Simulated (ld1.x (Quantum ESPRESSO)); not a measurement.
# Cobalt: generating and testing a PAW potential, part 2 of 2

Aim: build the potential from the settings below, then test how well it stands in for the atom: other configurations, scattering, ghost states and the plane-wave cutoff that it needs.

ld1.x (Quantum ESPRESSO) 7.5; PBE, scalar-relativistic. The steps go on from the part before.

### 3 Transferability test

Contents of Co.test.in:

```
 &input
   title='Co', zed=27., rel=1, dft='PBE', iswitch=2,
   config='[Ar] 3d7 4s2 4p0'
 /
 &test
   file_pseudo='Co.UPF', nconf=8,
   configts(1)='3s2 3p6 3d7 4s2 4p0',
   configts(2)='3s2 3p6 3d7 4s1 4p0',
   configts(3)='3s2 3p6 3d7 4s0 4p0',
   configts(4)='3s2 3p6 3d6 4s0 4p0',
   configts(5)='3s2 3p6 3d5 4s0 4p0',
   configts(6)='3s2 3p6 3d6 4s2 4p0',
   configts(7)='3s2 3p6 3d7 4s0 4p2',
   configts(8)='3s2 3p6 3d7 4s1 4p1'
 /
```

Launch:

```console
$ ld1.x < Co.test.in > Co.test.out
```

Co.test.out, the pseudopotential blocks, each with the warnings that came before it:

```text
     ---------------------- Testing the pseudopotential ----------------------

     Co
     scalar relativistic calculation

     atomic number is 27.00   valence charge is 17.00
     dft =SLA  PW   PBX  PBC   lsd =0 sic =0 latt =0  beta=0.20 tr2=1.0E-14
     mesh =1193 r(mesh) =  99.89935 xmin = -7.00 dx = 0.01250

     n l     nl             e AE (Ry)        e PS (Ry)    De AE-PS (Ry)
     1 0     3S   1( 2.00)       -7.52658       -7.52653       -0.00005
     2 1     3P   1( 6.00)       -4.82419       -4.82414       -0.00004
     3 2     3D   1( 7.00)       -0.60298       -0.60295       -0.00003
     2 0     4S   1( 2.00)       -0.40202       -0.40201       -0.00001
     3 1     4P   1( 0.00)       -0.09383       -0.09383       -0.00000

     eps = 6.2E-16  iter =  6

     Etot =   -2786.294851 Ry,   -1393.147426 Ha,  -37909.472698 eV
     Etotps =  -376.116500 Ry,    -188.058250 Ha,   -5117.325675 eV

     Ekin =     327.567954 Ry,     163.783977 Ha,    4456.789063 eV
     Encl =    -836.230988 Ry,    -418.115494 Ha,  -11377.502197 eV
     Ehrt =     251.172289 Ry,     125.586144 Ha,    3417.373083 eV
     Ecxc =    -118.625755 Ry,     -59.312878 Ha,   -1613.985624 eV

     ---------------------- End of pseudopotential test ----------------------

     ---------------------- Testing the pseudopotential ----------------------

     Co
     scalar relativistic calculation

     atomic number is 27.00   valence charge is 17.00
     dft =SLA  PW   PBX  PBC   lsd =0 sic =0 latt =0  beta=0.20 tr2=1.0E-14
     mesh =1193 r(mesh) =  99.89935 xmin = -7.00 dx = 0.01250

     n l     nl             e AE (Ry)        e PS (Ry)    De AE-PS (Ry)
     1 0     3S   1( 2.00)       -8.17488       -8.17478       -0.00010
     2 1     3P   1( 6.00)       -5.47350       -5.47342       -0.00008
     3 2     3D   1( 7.00)       -1.24646       -1.24639       -0.00007
     2 0     4S   1( 1.00)       -0.93803       -0.93804        0.00001
     3 1     4P   1( 0.00)       -0.54886       -0.54885       -0.00001

     eps = 6.6E-15  iter =  9

     Etot =   -2785.631149 Ry,   -1392.815574 Ha,  -37900.442564 eV
     Etotps =  -375.452730 Ry,    -187.726365 Ha,   -5108.294622 eV
     dEtot_ae =       0.663703 Ry
     dEtot_ps =       0.663770 Ry,   Delta E=      -0.000068 Ry

     Ekin =     326.900922 Ry,     163.450461 Ha,    4447.713625 eV
     Encl =    -824.671851 Ry,    -412.335925 Ha,  -11220.232130 eV
     Ehrt =     240.560410 Ry,     120.280205 Ha,    3272.991113 eV
     Ecxc =    -118.242211 Ry,     -59.121105 Ha,   -1608.767231 eV

     ---------------------- End of pseudopotential test ----------------------

     ---------------------- Testing the pseudopotential ----------------------

     Co
     scalar relativistic calculation

     atomic number is 27.00   valence charge is 17.00
     dft =SLA  PW   PBX  PBC   lsd =0 sic =0 latt =0  beta=0.20 tr2=1.0E-14
     mesh =1193 r(mesh) =  99.89935 xmin = -7.00 dx = 0.01250

     n l     nl             e AE (Ry)        e PS (Ry)    De AE-PS (Ry)
     1 0     3S   1( 2.00)       -8.92863       -8.92847       -0.00016
     2 1     3P   1( 6.00)       -6.22769       -6.22757       -0.00013
     3 2     3D   1( 7.00)       -1.98916       -1.98905       -0.00011
     2 0     4S   1( 0.00)       -1.53869       -1.53875        0.00006
     3 1     4P   1( 0.00)       -1.07841       -1.07839       -0.00002

     eps = 7.6E-17  iter =  9

     Etot =   -2784.397424 Ry,   -1392.198712 Ha,  -37883.656885 eV
     Etotps =  -374.218866 Ry,    -187.109433 Ha,   -5091.507055 eV
     dEtot_ae =       1.897427 Ry
     dEtot_ps =       1.897634 Ry,   Delta E=      -0.000206 Ry

     Ekin =     325.631180 Ry,     162.815590 Ha,    4430.437912 eV
     Encl =    -810.934948 Ry,    -405.467474 Ha,  -11033.332049 eV
     Ehrt =     228.918441 Ry,     114.459220 Ha,    3114.594054 eV
     Ecxc =    -117.833539 Ry,     -58.916770 Ha,   -1603.206971 eV

     ---------------------- End of pseudopotential test ----------------------

     ---------------------- Testing the pseudopotential ----------------------

     Co
     scalar relativistic calculation

     atomic number is 27.00   valence charge is 17.00
     dft =SLA  PW   PBX  PBC   lsd =0 sic =0 latt =0  beta=0.20 tr2=1.0E-14
     mesh =1193 r(mesh) =  99.89935 xmin = -7.00 dx = 0.01250

     n l     nl             e AE (Ry)        e PS (Ry)    De AE-PS (Ry)
     1 0     3S   1( 2.00)      -10.34477      -10.34517        0.00041
     2 1     3P   1( 6.00)       -7.62638       -7.62675        0.00037
     3 2     3D   1( 6.00)       -3.31966       -3.31993        0.00027
     2 0     4S   1( 0.00)       -2.38146       -2.38150        0.00004
     3 1     4P   1( 0.00)       -1.82341       -1.82492        0.00150

     eps = 8.5E-15  iter =  9

     Etot =   -2781.761040 Ry,   -1390.880520 Ha,  -37847.787048 eV
     Etotps =  -371.582358 Ry,    -185.791179 Ha,   -5055.635530 eV
     dEtot_ae =       4.533812 Ry
     dEtot_ps =       4.534142 Ry,   Delta E=      -0.000330 Ry

     Ekin =     323.035181 Ry,     161.517591 Ha,    4395.117541 eV
     Encl =    -786.698794 Ry,    -393.349397 Ha,  -10703.582370 eV
     Ehrt =     208.670159 Ry,     104.335079 Ha,    2839.102143 eV
     Ecxc =    -116.588904 Ry,     -58.294452 Ha,   -1586.272845 eV

     ---------------------- End of pseudopotential test ----------------------

     Warning: n=3, l=2 expected 0 nodes, found 1
     ---------------------- Testing the pseudopotential ----------------------

     Co
     scalar relativistic calculation

     atomic number is 27.00   valence charge is 17.00
     dft =SLA  PW   PBX  PBC   lsd =0 sic =0 latt =0  beta=0.20 tr2=1.0E-14
     mesh =1193 r(mesh) =  99.89935 xmin = -7.00 dx = 0.01250

     n l     nl             e AE (Ry)        e PS (Ry)    De AE-PS (Ry)
     1 0     3S   1( 2.00)      -11.95396      -11.95637        0.00242
     2 1     3P   1( 6.00)       -9.21411       -9.21620        0.00209
     3 2     3D   1( 5.00)       -4.84765       -4.84951        0.00186
     2 0     4S   1( 0.00)       -3.32737       -3.32780        0.00044
     3 1     4P   1( 0.00)       -2.68132       -2.69177        0.01046  !

     eps = 8.0E-16  iter =  9

     Etot =   -2777.692752 Ry,   -1388.846376 Ha,  -37792.435173 eV
     Etotps =  -367.512916 Ry,    -183.756458 Ha,   -5000.267960 eV
     dEtot_ae =       8.602099 Ry
     dEtot_ps =       8.603583 Ry,   Delta E=      -0.001484 Ry

     Ekin =     318.744431 Ry,     159.372216 Ha,    4336.738916 eV
     Encl =    -758.232089 Ry,    -379.116045 Ha,  -10316.273126 eV
     Ehrt =     187.057258 Ry,      93.528629 Ha,    2545.043645 eV
     Ecxc =    -115.082516 Ry,     -57.541258 Ha,   -1565.777395 eV

     ---------------------- End of pseudopotential test ----------------------

     ---------------------- Testing the pseudopotential ----------------------

     Co
     scalar relativistic calculation

     atomic number is 27.00   valence charge is 17.00
     dft =SLA  PW   PBX  PBC   lsd =0 sic =0 latt =0  beta=0.20 tr2=1.0E-14
     mesh =1193 r(mesh) =  99.89935 xmin = -7.00 dx = 0.01250

     n l     nl             e AE (Ry)        e PS (Ry)    De AE-PS (Ry)
     1 0     3S   1( 2.00)       -8.67294       -8.67326        0.00032
     2 1     3P   1( 6.00)       -5.95660       -5.95684        0.00024
     3 2     3D   1( 6.00)       -1.67487       -1.67507        0.00020
     2 0     4S   1( 2.00)       -1.06776       -1.06770       -0.00006
     3 1     4P   1( 0.00)       -0.63474       -0.63525        0.00050

     eps = 2.3E-15  iter = 11

     Etot =   -2785.179005 Ry,   -1392.589502 Ha,  -37894.290832 eV
     Etotps =  -375.000573 Ry,    -187.500286 Ha,   -5102.142712 eV
     dEtot_ae =       1.115847 Ry
     dEtot_ps =       1.115927 Ry,   Delta E=      -0.000081 Ry

     Ekin =     326.572464 Ry,     163.286232 Ha,    4443.244729 eV
     Encl =    -817.446525 Ry,    -408.723262 Ha,  -11121.926561 eV
     Ehrt =     233.479621 Ry,     116.739810 Ha,    3176.652073 eV
     Ecxc =    -117.606133 Ry,     -58.803066 Ha,   -1600.112953 eV

     ---------------------- End of pseudopotential test ----------------------

     ---------------------- Testing the pseudopotential ----------------------

     Co
     scalar relativistic calculation

     atomic number is 27.00   valence charge is 17.00
     dft =SLA  PW   PBX  PBC   lsd =0 sic =0 latt =0  beta=0.20 tr2=1.0E-14
     mesh =1193 r(mesh) =  99.89935 xmin = -7.00 dx = 0.01250

     n l     nl             e AE (Ry)        e PS (Ry)    De AE-PS (Ry)
     1 0     3S   1( 2.00)       -7.78104       -7.77955       -0.00149
     2 1     3P   1( 6.00)       -5.07925       -5.07773       -0.00152
     3 2     3D   1( 7.00)       -0.84920       -0.84764       -0.00156
     2 0     4S   1( 0.00)       -0.55385       -0.55328       -0.00056
     3 1     4P   1( 2.00)       -0.20516       -0.20521        0.00005

     eps = 9.0E-15  iter = 15

     Etot =   -2785.634942 Ry,   -1392.817471 Ha,  -37900.494175 eV
     Etotps =  -375.456973 Ry,    -187.728486 Ha,   -5108.352352 eV
     dEtot_ae =       0.659909 Ry
     dEtot_ps =       0.659527 Ry,   Delta E=       0.000382 Ry

     Ekin =     326.984876 Ry,     163.492438 Ha,    4448.855885 eV
     Encl =    -831.114847 Ry,    -415.557424 Ha,  -11307.893563 eV
     Ehrt =     247.103919 Ry,     123.551960 Ha,    3362.020097 eV
     Ecxc =    -118.430921 Ry,     -59.215461 Ha,   -1611.334771 eV

     ---------------------- End of pseudopotential test ----------------------

     ---------------------- Testing the pseudopotential ----------------------

     Co
     scalar relativistic calculation

     atomic number is 27.00   valence charge is 17.00
     dft =SLA  PW   PBX  PBC   lsd =0 sic =0 latt =0  beta=0.20 tr2=1.0E-14
     mesh =1193 r(mesh) =  99.89935 xmin = -7.00 dx = 0.01250

     n l     nl             e AE (Ry)        e PS (Ry)    De AE-PS (Ry)
     1 0     3S   1( 2.00)       -7.66333       -7.66299       -0.00034
     2 1     3P   1( 6.00)       -4.96132       -4.96099       -0.00033
     3 2     3D   1( 7.00)       -0.73593       -0.73558       -0.00035
     2 0     4S   1( 1.00)       -0.48673       -0.48663       -0.00010
     3 1     4P   1( 1.00)       -0.15575       -0.15581        0.00006

     eps = 4.5E-15  iter = 18

     Etot =   -2785.975082 Ry,   -1392.987541 Ha,  -37905.122020 eV
     Etotps =  -375.796775 Ry,    -187.898388 Ha,   -5112.975601 eV
     dEtot_ae =       0.319769 Ry
     dEtot_ps =       0.319725 Ry,   Delta E=       0.000044 Ry

     Ekin =     327.280802 Ry,     163.640401 Ha,    4452.882160 eV
     Encl =    -833.518889 Ry,    -416.759445 Ha,  -11340.602218 eV
     Ehrt =     248.955187 Ry,     124.477593 Ha,    3387.207872 eV
     Ecxc =    -118.513875 Ry,     -59.256938 Ha,   -1612.463415 eV

     ---------------------- End of pseudopotential test ----------------------
```

Energies count from the reference configuration 3s2 3p6 3d7 4s2 4p0; the error is all-electron less pseudo. A star marks tests that logged a warning.

```tsv
valence configuration	charge	ΔE all-electron (eV)	error AE − PS (meV)
3s2 3p6 3d7 4s1 4p0	+1	9.030	-0.9
3s2 3p6 3d7 4s0 4p0	+2	25.816	-2.8
3s2 3p6 3d6 4s0 4p0	+3	61.686	-4.5
3s2 3p6 3d5 4s0 4p0 *	+4	117.038	-20
3s2 3p6 3d6 4s2 4p0	+1	15.182	-1.1
3s2 3p6 3d7 4s0 4p2	0	8.979	+5.2
3s2 3p6 3d7 4s1 4p1	0	4.351	+0.6
```

### 4 Scattering by logarithmic derivatives

Taken from the files of the generation run. The phase is arctan(r·u′/u) with u = r·R, unwrapped, with energies in Ry. A pole is an energy at which the radial function vanishes at the test radius. The pseudo phase is shifted by a multiple of π to meet the all-electron one at the reference energy. Levels narrower than the energy grid can be missing from the poles. The last column is the largest difference on the grid between −1 and +1 Ry.

| channel | radius (bohr) | reference (Ry) | poles AE | poles PS | window around the reference with phases within 0.05 rad (Ry) | largest difference near zero (rad) |
| --- | --- | --- | --- | --- | --- | --- |
| s | 1.71 | -0.40 | -7.33 | -7.33 | the whole range | 0.000 |
| p | 1.71 | -0.09 | -4.52 | -4.52 | below 2.5 | 0.001 |
| d | 1.71 | -0.60 | 0.10 | 0.10 | the whole range | 0.000 |

Phases (rad) along the scan:

| E (Ry) | p AE | p PS | s AE | s PS |
| --- | --- | --- | --- | --- |
| -10.00 | 1.366 | 1.365 | 1.344 | 1.344 |
| -9.52 | 1.359 | 1.358 | 1.329 | 1.329 |
| -9.04 | 1.351 | 1.350 | 1.308 | 1.308 |
| -8.56 | 1.341 | 1.340 | 1.268 | 1.268 |
| -8.08 | 1.330 | 1.329 | 1.147 | 1.147 |
| -7.60 | 1.316 | 1.314 | -1.068 | -1.068 |
| -7.12 | 1.297 | 1.295 | -1.658 | -1.658 |
| -6.64 | 1.270 | 1.268 | -1.732 | -1.732 |
| -6.16 | 1.224 | 1.223 | -1.766 | -1.766 |
| -5.68 | 1.121 | 1.119 | -1.790 | -1.790 |
| -5.20 | 0.550 | 0.546 | -1.810 | -1.810 |
| -4.72 | -1.428 | -1.428 | -1.830 | -1.830 |
| -4.24 | -1.660 | -1.661 | -1.851 | -1.851 |
| -3.76 | -1.735 | -1.735 | -1.874 | -1.874 |
| -3.28 | -1.778 | -1.779 | -1.900 | -1.900 |
| -2.80 | -1.812 | -1.812 | -1.930 | -1.930 |
| -2.32 | -1.842 | -1.843 | -1.967 | -1.967 |
| -1.84 | -1.874 | -1.874 | -2.014 | -2.014 |
| -1.36 | -1.908 | -1.909 | -2.074 | -2.074 |
| -0.88 | -1.949 | -1.949 | -2.156 | -2.156 |
| -0.40 | -1.998 | -1.998 | -2.272 | -2.272 |
| 0.08 | -2.062 | -2.062 | -2.444 | -2.444 |
| 0.56 | -2.147 | -2.148 | -2.708 | -2.708 |
| 1.04 | -2.269 | -2.271 | -3.086 | -3.087 |
| 1.52 | -2.450 | -2.459 | -3.516 | -3.517 |
| 2.00 | -2.729 | -2.752 | -3.869 | -3.871 |
| 2.48 | -3.124 | -3.173 | -4.109 | -4.111 |
| 2.96 | -3.557 | -3.624 | -4.267 | -4.268 |
| 3.44 | -3.900 | -3.968 | -4.374 | -4.375 |
| 3.92 | -4.129 | -4.191 | -4.450 | -4.452 |
| 4.40 | -4.279 | -4.335 | -4.507 | -4.509 |
| 4.88 | -4.382 | -4.434 | -4.552 | -4.553 |

### 5 Cutoff and ghost test in a Bessel basis

A separate test, outside the generator: the pseudo-atom's Hamiltonian at the reference potential is diagonalised in spherical Bessel functions j_l(qr) that vanish at 20 bohr, with q² up to the cutoff.

All-electron valence levels (Ry): 3s -7.5266, 4s -0.4020, 3p -4.8242, 4p -0.0938, 3d -0.6030. The lowest levels of each channel (Ry) by cutoff; the last column sums, over occupied levels, occupation times the distance from the level at 400 Ry. A positive value at high cutoff is not a bound level.

| cutoff (Ry) | s #1 | s #2 | p #1 | p #2 | d #1 | f #1 | Σ f·Δε (mRy) |
| --- | --- | --- | --- | --- | --- | --- | --- |
| 8 | -6.1697 | -0.2736 | -3.8124 | -0.0347 | 0.0597 | 0.1121 | 13683.2 |
| 15 | -7.1152 | -0.3458 | -4.6630 | -0.0543 | 0.0591 | 0.1121 | 6540.2 |
| 30 | -7.4984 | -0.3892 | -4.8202 | -0.0669 | 0.0498 | 0.1121 | 4678.7 |
| 45 | -7.5256 | -0.3991 | -4.8236 | -0.0860 | -0.3587 | 0.1121 | 1724.6 |
| 60 | -7.5262 | -0.4018 | -4.8242 | -0.0933 | -0.5689 | 0.1121 | 243.8 |
| 90 | -7.5266 | -0.4022 | -4.8243 | -0.0938 | -0.6022 | 0.1121 | 8.2 |
| 140 | -7.5267 | -0.4023 | -4.8243 | -0.0939 | -0.6031 | 0.1121 | 1.1 |
| 160 | -7.5267 | -0.4023 | -4.8243 | -0.0939 | -0.6032 | 0.1121 | 0.8 |
| 200 | -7.5267 | -0.4023 | -4.8243 | -0.0939 | -0.6032 | 0.1121 | 0.3 |
| 400 | -7.5267 | -0.4023 | -4.8243 | -0.0939 | -0.6033 | 0.1121 | 0.0 |

The sum stays within 10 mRy from 90 Ry and within 1 mRy from 160 Ry. The sum leaves out empty levels, which can need more. Ghost test: no level below the all-electron spectrum of its channel (s, p, d, f tested).

### 6 What came out

What follows sums up all 2 parts.

| quantity | value |
| --- | --- |
| cutoffs for 10 and 1 mRy, occupied levels | 90 Ry and 160 Ry |
| bound ghosts | none found |
| largest test error (AE − PS) | -20 meV, for 3s2 3p6 3d5 4s0 4p0 (this test logged a warning) |
| largest phase difference near zero energy, channels read | 0.001 rad |
| lowest eigenvalue of the overlap (Bessel basis) | 0.103 (p) |
| density cutoff estimated by the generator | 371 Ry |

What this shows: The worst unpolarised test, 3s2 3p6 3d5 4s0 4p0, is off by 20 meV on 117.0 eV; by total energies transferability rates as good. By its cutoff, 90 Ry for the looser tolerance, it is hard. The slowest occupied level is 3d: taken alone it needs 110 Ry to come within 1 mRy, against 55 Ry for 4s. The Bessel-basis test finds no level below the valence levels. Near zero energy the phases of the channels with partial waves agree within 0.001 rad. All of this concerns the isolated atom, not yet a solid.
